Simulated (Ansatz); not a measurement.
# BaB2Rh2: the cost of one run

Program: Ansatz 0.2.0. Level of theory: DFT PBEsol, scalar-relativistic, plane waves, PAW. These are calculated values, not measurements.

## 1. Starting point

The structure is tetragonal, space group I4/mmm (No. 139). Conventional cell: a = 3.915 Å, b = 3.915 Å, c = 11.250 Å, α = 90.00°, β = 90.00°, γ = 90.00°. Around Ba (site symmetry 4/mmm) lie 8 Rh at 3.43 Å and 10 B at 3.44 to 3.59 Å and 4 Ba at 3.92 Å. B (site symmetry 4mm) is surrounded by 4 Rh at 2.11 Å. Rh (site symmetry -4m2) has 4 B at 2.11 Å as nearest neighbours.

Coordinates:

```
Ba B Rh
1.0
    -1.95750    1.95750    5.62500
     1.95750   -1.95750    5.62500
     1.95750    1.95750   -5.62500
Ba B Rh
1 2 2
Cartesian
  0.0000 0.0000 0.0000
  0.0000 0.0000 3.5888
  0.0000 0.0000 7.6613
  0.0000 1.9575 2.8125
  1.9575 0.0000 2.8125
```

Source of the structure: the Crystallography Open Database.

(A quick probe on a coarse mesh, which set the mesh and smearing, is not shown.)

## 3. Full relaxation

File input.yaml:

```yaml
crystal:
  lattice:
    - [-1.9575, 1.9575, 5.625]
    - [1.9575, -1.9575, 5.625]
    - [1.9575, 1.9575, -5.625]
  atoms:
    - { symbol: Ba, position: [0.0, 0.0, 0.0] }
    - { symbol: B, position: [0.319, 0.319, 0.0] }
    - { symbol: B, position: [0.681, 0.681, 0.0] }
    - { symbol: Rh, position: [0.75, 0.25, 0.5] }
    - { symbol: Rh, position: [0.25, 0.75, 0.5] }
basis:
  ecutwfc: 420
kpoints:
  mp_grid: { grid: [12, 12, 12] }
hamiltonian:
  xc: pbesol
scf:
  occupations: { method: gaussian, width: 0.1 }
output:
  forces: true
  stress: true
  eigenvalues: true
relax:
  adjacent_minimum: "off"
  f_tol: 0.005
  max_steps: 80
  cell: { stress_tol: 0.05 }
```

What time and memory should one allow on 1 thread of an x86-64 CPU, shared host?

About 59 s, with a peak of 0.68 GiB.
